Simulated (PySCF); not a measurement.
# H8SSi3: the cost of one run

Computed with PySCF 2.14.0. Level: levels as typed in each script, gas phase, geometry from GFN2-xTB.

### Step 1. The system as given

12 atoms, charge 0, spin multiplicity 1.

Bond lengths: Si1–Si2 2.313 Å, Si1–H5 1.465 Å, Si1–H6 1.464 Å, Si1–H7 1.468 Å, Si2–S3 2.168 Å, Si2–H8 1.459 Å, Si2–H9 1.466 Å, S3–Si4 2.135 Å, Si4–H10 1.459 Å, Si4–H11 1.458 Å, Si4–H12 1.451 Å. Angles: Si2–Si1–H5 109.4°, Si2–Si1–H6 112.9°, Si2–Si1–H7 113.0°, H5–Si1–H6 107.7°, H5–Si1–H7 106.8°, H6–Si1–H7 106.7°, Si1–Si2–S3 111.8°, Si1–Si2–H8 116.0°, Si1–Si2–H9 114.9°, S3–Si2–H8 100.1°, S3–Si2–H9 105.1°, H8–Si2–H9 107.5°, Si2–S3–Si4 104.7°, S3–Si4–H10 108.5°, S3–Si4–H11 108.6°, S3–Si4–H12 103.5°, H10–Si4–H11 110.1°, H10–Si4–H12 113.0° and more.

Coordinates:

```mol
H8SSi3
  3D, bonds by distance, orders not assigned

 12 11  0  0  0  0  0  0  0  0999 V2000
    2.2608    0.7530   -0.1942 Si  0  0
    0.8236   -0.9272    0.4835 Si  0  0
   -1.0656   -0.8469   -0.5778 S   0  0
   -2.0619    0.8665    0.2165 Si  0  0
    3.5058    0.6683    0.5724 H   0  0
    2.6061    0.6681   -1.6143 H   0  0
    1.7153    2.0973    0.0283 H   0  0
    1.2380   -2.2896    0.1657 H   0  0
    0.4643   -0.8972    1.9042 H   0  0
   -1.2340    2.0415   -0.0355 H   0  0
   -2.2416    0.6773    1.6512 H   0  0
   -3.3185    0.8925   -0.5081 H   0  0
  1  2  8  0
  2  3  8  0
  3  4  8  0
  1  5  8  0
  1  6  8  0
  1  7  8  0
  2  8  8  0
  2  9  8  0
  4 10  8  0
  4 11  8  0
  4 12  8  0
M  END
```

### Step 2. Response to an electric field (CAM-B3LYP/def2-svpd)

The input, input.py:

```python
import numpy as np
from pyscf import gto, scf, dft
from pyscf.scf import atom_ks, atom_hf
from scipy.linalg import block_diag

def solve(mol, dm0=None, hcore=None):
    mf = (dft.UKS if mol.spin else dft.RKS)(mol, xc='camb3lyp')
    mf.grids.level = 3
    mf = mf.density_fit(auxbasis='def2-universal-jkfit')
    mf.conv_tol, mf.max_cycle = 1e-8, 80
    if hcore is not None:
        mf.get_hcore = lambda *args: hcore
    mf.kernel(dm0)
    if not mf.converged:
        mf = mf.newton().run(mf.mo_coeff, mf.mo_occ, max_cycle=30)
    assert mf.converged, 'SCF not converged'
    return mf

mol = gto.M(atom='''
Si     2.26076     0.75303    -0.19416
Si     0.82363    -0.92722     0.48354
S     -1.06561    -0.84692    -0.57784
Si    -2.06194     0.86649     0.21645
H      3.50582     0.66830     0.57240
H      2.60613     0.66811    -1.61435
H      1.71531     2.09728     0.02832
H      1.23799    -2.28956     0.16570
H      0.46428    -0.89718     1.90419
H     -1.23403     2.04149    -0.03554
H     -2.24163     0.67734     1.65124
H     -3.31846     0.89254    -0.50811
''', basis='def2-svpd', charge=0, spin=0, verbose=4)
field = np.array([0.01, 0.0, 0.0])  # atomic units
mol.set_common_orig(mol.atom_charges() @ mol.atom_coords() / mol.atom_charges().sum())
mf = solve(mol)
out = dict(dm0=mf.make_rdm1(), d0=mf.dip_moment(unit='AU'), e0=mf.e_tot)
for name, sign in (('p', 1), ('m', -1)):
    h = mf.get_hcore() + sign * np.einsum('x,xij->ij', field, mol.intor('int1e_r'))
    mi = solve(mol, mf.make_rdm1(), h)
    out.update({'dm' + name: mi.make_rdm1(), 'd' + name: mi.dip_moment(unit='AU'), 'e' + name: mi.e_tot})
# spherically averaged free atoms, for the promolecule
atm = atom_ks.get_atm_nrks(mol, xc='camb3lyp')
pro = block_diag(*[(atm[a[0]][2] * atm[a[0]][3]) @ atm[a[0]][2].T for a in mol._atom])
np.savez('result.npz', pro=pro, **out)
```

On the command line:

```console
$ OMP_NUM_THREADS=1 python input.py
```

**Question.** How long does this run take on 1 thread of Arm Neoverse V2, shared host, and how much memory does it need?

About 74 s, with a peak of 0.92 GiB.
